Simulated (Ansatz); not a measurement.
# GeH6SSi: small, medium and large basis sets

An exercise on one series of results from a longer session: the logs are not shown, and one member is left open.

Method: one geometry, several basis sets; program: Ansatz 0.2.0, Gaussian basis.

The runs, in order: PBE0-D4/def2-SVP; ωB97M-V/def2-SVP; PBE0-D4/def2-QZVPP; ωB97M-V/def2-QZVPP; the functionals' def2-TZVPP values are taken from earlier runs.

## The relaxed structure

The geometry comes from an earlier relaxation with PBE0-D4 in a triple-zeta def2 set; it is a stationary point, not always the lowest conformer.

SMILES `[SiH3][S][GeH3]`, 9 atoms, charge 0, spin multiplicity 1.

Atoms are counted from 1 here; the program's logs count them from 0.

Bond lengths: Si1–S2 2.131 Å, Si1–H4 1.487 Å, Si1–H5 1.483 Å, Si1–H6 1.487 Å, S2–Ge3 2.227 Å, Ge3–H7 1.533 Å, Ge3–H8 1.536 Å, Ge3–H9 1.537 Å. Angles: S2–Si1–H4 111.1°, S2–Si1–H5 106.5°, S2–Si1–H6 111.1°, H4–Si1–H5 109.9°, H4–Si1–H6 108.3°, H5–Si1–H6 109.9°, Si1–S2–Ge3 98.2°, S2–Ge3–H7 105.6°, S2–Ge3–H8 109.6°, S2–Ge3–H9 109.7°, H7–Ge3–H8 111.0°, H7–Ge3–H9 111.0°, H8–Ge3–H9 109.9°.

The first run:

in.yaml reads:

```yaml
crystal:
  periodic: [false, false, false]
  atoms:
    - {symbol: Si, position_ang: [-0.690301, 1.165723, -0.912969]}
    - {symbol: S, position_ang: [1.295495, 0.504424, -0.512652]}
    - {symbol: Ge, position_ang: [0.800798, -1.155825, 0.886500]}
    - {symbol: H, position_ang: [-1.504169, 0.078210, -1.516880]}
    - {symbol: H, position_ang: [-0.573427, 2.297238, -1.864394]}
    - {symbol: H, position_ang: [-1.365000, 1.618876, 0.331691]}
    - {symbol: H, position_ang: [2.145257, -1.774668, 1.284223]}
    - {symbol: H, position_ang: [-0.088739, -2.184890, 0.171952]}
    - {symbol: H, position_ang: [0.068486, -0.595388, 2.115529]}
basis:
  gaussian: {orbitals: def2-SVP}
hamiltonian: {xc: pbe0, dispersion: d4}
output: {orbitals: {seedname: orbitals}}
```

Among the steps run: PBE0-D4 in def2-SVP; ωB97M-V in def2-SVP; PBE0-D4 in def2-QZVPP; ωB97M-V in def2-QZVPP.

One of the session's tables, all rows but one given; the rest of the session is left out.

It belongs to the step «Density functionals: the series». 

```
functional       basis  HOMO (eV)  LUMO (eV)
   PBE0-D4    def2-SVP      -7.31      -0.04
   PBE0-D4  def2-TZVPP          ?          ?
   PBE0-D4  def2-QZVPP      -7.39      -0.43
   ωB97M-V    def2-SVP      -9.41       1.88
   ωB97M-V  def2-TZVPP      -9.53       1.53
   ωB97M-V  def2-QZVPP      -9.55       1.14
```

Q: Estimate the row for PBE0-D4, def2-TZVPP from the others.

The run gave: HOMO (eV): -7.38; LUMO (eV): -0.25. In the column «HOMO (eV)» it lies between PBE0-D4, def2-QZVPP (-7.39) and PBE0-D4, def2-SVP (-7.31).
